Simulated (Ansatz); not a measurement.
# MgCd3: energies, forces and stress near the listed structure

Aim: see how energy, forces, stress and gap of MgCd3 answer to further strains and shifts, other functionals. Nothing is relaxed unless a step says so.

Program: Ansatz 0.2.0. Level of theory: DFT PBEsol, scalar-relativistic, plane waves, PAW. These are calculated values, not measurements.

### Step 1. The system as given

It takes space group Fm-3m (No. 225, cubic). Conventional cell: a = 7.081 Å, b = 7.081 Å, c = 7.081 Å, α = 90.00°, β = 90.00°, γ = 90.00°. Mg (site symmetry m-3m) is surrounded by 8 Cd at 3.07 Å. Around Cd (site symmetry m-3m) lie 8 Cd at 3.07 Å. Around Cd (site symmetry -43m) lie 4 Cd at 3.07 Å and 4 Mg at 3.07 Å.

Coordinates:

```
CELL_PARAMETERS angstrom
0.00000 3.54032 3.54033
3.54032 0.00000 3.54033
3.54033 3.54032 0.00000
ATOMIC_POSITIONS crystal
Mg 0.50000 0.50000 0.50000
Cd 0.00000 0.00000 0.00000
Cd 0.25000 0.25000 0.25000
Cd 0.75000 0.75000 0.75000
```

The structure comes from the Materials Project (structure only).

### Step 2. A change within a subgroup

What differs from the listed cell: strain xx, yy, zz, yz, xz, xy = +1.6, -0.6, +1.6, +0.0, -2.0, +0.0 %; atoms moved by 0.25 Å root mean square, at most 0.39 Å.

The input, input.yaml:

```yaml
crystal:
  lattice:
    - [-0.0708065, 3.5205699865, 3.596545361]
    - [3.525738861, 0.0, 3.525738861]
    - [3.596545361, 3.5205699865, -0.0708065]
  atoms:
    - { symbol: Mg, position: [0.536721578, 0.463278422, 0.536721578] }
    - { symbol: Cd, position: [-0.0071935878, 0.0071935878, -0.0071935878] }
    - { symbol: Cd, position: [0.1955478257, 0.3044521743, 0.1955478257] }
    - { symbol: Cd, position: [0.7749241841, 0.7250758159, 0.7749241841] }
basis:
  ecutwfc: 420
kpoints:
  mp_grid: { grid: [10, 10, 10] }
hamiltonian:
  xc: pbesol
scf:
  occupations: { method: gaussian, width: 0.1 }
output:
  forces: true
  stress: true
  eigenvalues: true
```

On the command line:

```
$ ansatz run input.yaml --threads 1 --pin off --max-ram 1331MiB --backend cpu --events-out ev --progress --plain --runs-dir out
```

### Step 3. A distortion of lower symmetry

The input, input.yaml:

```yaml
crystal:
  lattice:
    - [-0.424839, 3.831622941, 3.831622941]
    - [3.406783941, 0.0, 3.406783941]
    - [3.406783941, 3.406783941, 0.0]
  atoms:
    - { symbol: Mg, position: [0.5, 0.5, 0.5] }
    - { symbol: Cd, position: [0.0, 0.0, 0.0] }
    - { symbol: Cd, position: [0.1635146582, 0.2788284473, 0.2788284473] }
    - { symbol: Cd, position: [0.8364853418, 0.7211715527, 0.7211715527] }
basis:
  ecutwfc: 420
kpoints:
  mp_grid: { grid: [10, 9, 9] }
hamiltonian:
  xc: pbesol
scf:
  occupations: { method: gaussian, width: 0.1 }
output:
  forces: true
  stress: true
  eigenvalues: true
```

### Step 4. Functional and cell changed: r2SCAN

The input, input.yaml:

```yaml
crystal:
  lattice:
    - [0.0, 3.4729526152, 3.4729526152]
    - [3.4729526152, 0.0, 3.4729526152]
    - [3.4729526152, 3.4729526152, 0.0]
  atoms:
    - { symbol: Mg, position: [0.5, 0.5, 0.5] }
    - { symbol: Cd, position: [0.0, 0.0, 0.0] }
    - { symbol: Cd, position: [0.25, 0.25, 0.25] }
    - { symbol: Cd, position: [0.75, 0.75, 0.75] }
basis:
  ecutwfc: 500
kpoints:
  mp_grid: { grid: [10, 10, 10] }
hamiltonian:
  xc: r2scan
scf:
  occupations: { method: gaussian, width: 0.1 }
output:
  forces: true
  stress: true
  eigenvalues: true
  populations: true
```

### Step 5. A change within the space group

The input, input.yaml:

```yaml
crystal:
  lattice:
    - [0.0, 3.644552168, 3.644552168]
    - [3.644552168, 0.0, 3.644552168]
    - [3.644552168, 3.644552168, 0.0]
  atoms:
    - { symbol: Mg, position: [0.5, 0.5, 0.5] }
    - { symbol: Cd, position: [0.0, 0.0, 0.0] }
    - { symbol: Cd, position: [0.25, 0.25, 0.25] }
    - { symbol: Cd, position: [0.75, 0.75, 0.75] }
basis:
  ecutwfc: 420
kpoints:
  mp_grid: { grid: [10, 10, 10] }
hamiltonian:
  xc: pbesol
scf:
  occupations: { method: gaussian, width: 0.1 }
output:
  forces: true
  stress: true
  eigenvalues: true
```

### Step 6. A change within the space group

input.yaml, as its differences from that of step 5:

```diff
@@ -2,5 +2,5 @@
   lattice:
-    - [0.0, 3.644552168, 3.644552168]
-    - [3.644552168, 0.0, 3.644552168]
-    - [3.644552168, 3.644552168, 0.0]
+    - [0.0, 3.699781238, 3.699781238]
+    - [3.699781238, 0.0, 3.699781238]
+    - [3.699781238, 3.699781238, 0.0]
   atoms:
@@ -22 +22,2 @@
   eigenvalues: true
+  populations: true
```

Q: Predict the outcome of this session. Wanted: for each run, case; energy; pressure; largest force.

**Answer**, as computed:

```
step                                 case  energy (meV/atom)  pressure (GPa)  largest force (eV/Å)  gap on the mesh (eV)
   2           a change within a subgroup               +0.0            -1.4                  0.95                  0.00
   3       a distortion of lower symmetry             -21.9*            -2.4                  0.27                  0.00
   4  functional and cell changed: r2SCAN                n/a             0.8                  0.00                  0.00
   5      a change within the space group              -26.2            -5.3                  0.00                  0.00
   6      a change within the space group              +13.4            -6.0                  0.00                  0.00
```

Energies are counted from step 2, with the smearing taken to zero; a star marks another k mesh, which can shift energies by itself, so starred rows don't rank against the others. Other atoms or functionals have another zero of energy (n/a). A gap of 0.00 means none on the mesh at this level.

Among the distorted cells of the listed formula and level the largest force, 0.95 eV/Å, acts on Cd3 in step 2. The pressure is -1.4 GPa in the smallest cell and -6.0 GPa in the largest; between them shape and moved atoms count too. The distorted cells of the listed formula and level show no gap on the mesh.
